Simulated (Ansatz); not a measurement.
# CdAg: a strain scan

This session takes CdAg and sets out to see how energy and stress answer to the strain pattern (1, 1, 0, 0, 0, 0).

Method: DFT r2SCAN, scalar-relativistic, plane waves, PAW, in Ansatz 0.2.0.

## 1. The structure to begin with

Symmetry: Pm-3m, No. 221, cubic system. The conventional cell has a = 3.330 Å, b = 3.330 Å, c = 3.330 Å, α = 90.00°, β = 90.00°, γ = 90.00°. Around Cd (site symmetry m-3m) lie 8 Ag at 2.88 Å. Ag (site symmetry m-3m) is surrounded by 8 Cd at 2.88 Å.

Coordinates:

```
CELL_PARAMETERS angstrom
3.33000 0.00000 0.00000
0.00000 3.33000 0.00000
0.00000 0.00000 3.33000
ATOMIC_POSITIONS crystal
Cd 0.50000 0.50000 0.50000
Ag 0.00000 0.00000 0.00000
```

The cell is taken as given, not relaxed at this level.

## 2. The reference cell

Reference values: F = -15872.2560 eV; pressure 1.14 GPa; largest force 0.000 eV/Å; gap on the mesh none (metal). It was computed beforehand with the settings of the runs below.

## 3. The scan: a strain scan

The cell is strained by ε times the Voigt pattern (1, 1, 0, 0, 0, 0) (xx, yy, zz, yz, xz, xy; engineering shear), with fractional coordinates fixed (clamped ions). The stress on the pattern is the sum of the stress components weighted by it, tension positive.

## 4. Point ε = -0.0400

input.yaml

```yaml
crystal:
  lattice:
    - [3.1968, 0.0, 0.0]
    - [0.0, 3.1968, 0.0]
    - [0.0, 0.0, 3.33]
  atoms:
    - { symbol: Cd, position: [0.5, 0.5, 0.5] }
    - { symbol: Ag, position: [0.0, 0.0, 0.0] }
basis:
  ecutwfc: 500
kpoints:
  mp_grid: { grid: [14, 14, 14] }
hamiltonian:
  xc: r2scan
scf:
  occupations: { method: gaussian, width: 0.15 }
output:
  forces: true
  stress: true
  eigenvalues: true
```

Started as:

```console
ansatz run input.yaml --threads 1 --pin off --max-ram 2560MiB --backend cpu --events-out ev --progress --plain --runs-dir out
```

## 5. Point ε = 0.0300

input.yaml, as its differences from that of step 4:

```diff
@@ -2,4 +2,4 @@
   lattice:
-    - [3.1968, 0.0, 0.0]
-    - [0.0, 3.1968, 0.0]
+    - [3.4299, 0.0, 0.0]
+    - [0.0, 3.4299, 0.0]
     - [0.0, 0.0, 3.33]
@@ -20 +20,5 @@
   eigenvalues: true
+  write_density: true
+  write_potential: true
+  elf: true
+  volumetric_format: npy
```

## 6. Point ε = -0.0200

input.yaml, as its differences from that of step 5:

```diff
@@ -2,4 +2,4 @@
   lattice:
-    - [3.4299, 0.0, 0.0]
-    - [0.0, 3.4299, 0.0]
+    - [3.2634, 0.0, 0.0]
+    - [0.0, 3.2634, 0.0]
     - [0.0, 0.0, 3.33]
@@ -20,5 +20 @@
   eigenvalues: true
-  write_density: true
-  write_potential: true
-  elf: true
-  volumetric_format: npy
```

## 7. ε = 0.0100

input.yaml, as its differences from that of step 6:

```diff
@@ -2,4 +2,4 @@
   lattice:
-    - [3.2634, 0.0, 0.0]
-    - [0.0, 3.2634, 0.0]
+    - [3.3633, 0.0, 0.0]
+    - [0.0, 3.3633, 0.0]
     - [0.0, 0.0, 3.33]
```

## 8. ε = 0.0400

input.yaml, as its differences from that of step 7:

```diff
@@ -2,4 +2,4 @@
   lattice:
-    - [3.3633, 0.0, 0.0]
-    - [0.0, 3.3633, 0.0]
+    - [3.4632, 0.0, 0.0]
+    - [0.0, 3.4632, 0.0]
     - [0.0, 0.0, 3.33]
```

## 9. ε = -0.0300

input.yaml, as its differences from that of step 8:

```diff
@@ -2,4 +2,4 @@
   lattice:
-    - [3.4632, 0.0, 0.0]
-    - [0.0, 3.4632, 0.0]
+    - [3.2301, 0.0, 0.0]
+    - [0.0, 3.2301, 0.0]
     - [0.0, 0.0, 3.33]
```

## 10. ε = 0.0200

input.yaml, as its differences from that of step 9:

```diff
@@ -2,4 +2,4 @@
   lattice:
-    - [3.2301, 0.0, 0.0]
-    - [0.0, 3.2301, 0.0]
+    - [3.3966, 0.0, 0.0]
+    - [0.0, 3.3966, 0.0]
     - [0.0, 0.0, 3.33]
@@ -20 +20,5 @@
   eigenvalues: true
+  write_density: true
+  write_potential: true
+  elf: true
+  volumetric_format: npy
```

## 11. ε = -0.0100

input.yaml, as its differences from that of step 10:

```diff
@@ -2,4 +2,4 @@
   lattice:
-    - [3.3966, 0.0, 0.0]
-    - [0.0, 3.3966, 0.0]
+    - [3.2967, 0.0, 0.0]
+    - [0.0, 3.2967, 0.0]
     - [0.0, 0.0, 3.33]
@@ -20,5 +20 @@
   eigenvalues: true
-  write_density: true
-  write_potential: true
-  elf: true
-  volumetric_format: npy
```

## 12. At ε = 0.0350

input.yaml, as its differences from that of step 11:

```diff
@@ -2,4 +2,4 @@
   lattice:
-    - [3.2967, 0.0, 0.0]
-    - [0.0, 3.2967, 0.0]
+    - [3.44655, 0.0, 0.0]
+    - [0.0, 3.44655, 0.0]
     - [0.0, 0.0, 3.33]
```

(Steps that only read results are left out.)

Before running it: what results should come out? Wanted: slope of the stress at ε = 0, over ±0.0100.

As calculated:

| quantity | value |
| --- | --- |
| slope of the stress at ε = 0, over ±0.0100 | 386 GPa |

What this shows: The slope of the stress at zero strain, 386 GPa, estimates C11 + C22 + 2 C12 with clamped ions in this Cartesian frame; letting the atoms relax could not make it stiffer. The reference stands under 1.1 GPa, so this is no zero-stress constant. The undisturbed cell is not the lowest point: the energy is 0.5 meV/atom lower at ε = 0.0100; the cell was taken as given and not relaxed at this level. Compression costs more than tension: 50.7 against 20.1 meV/atom at the ends.
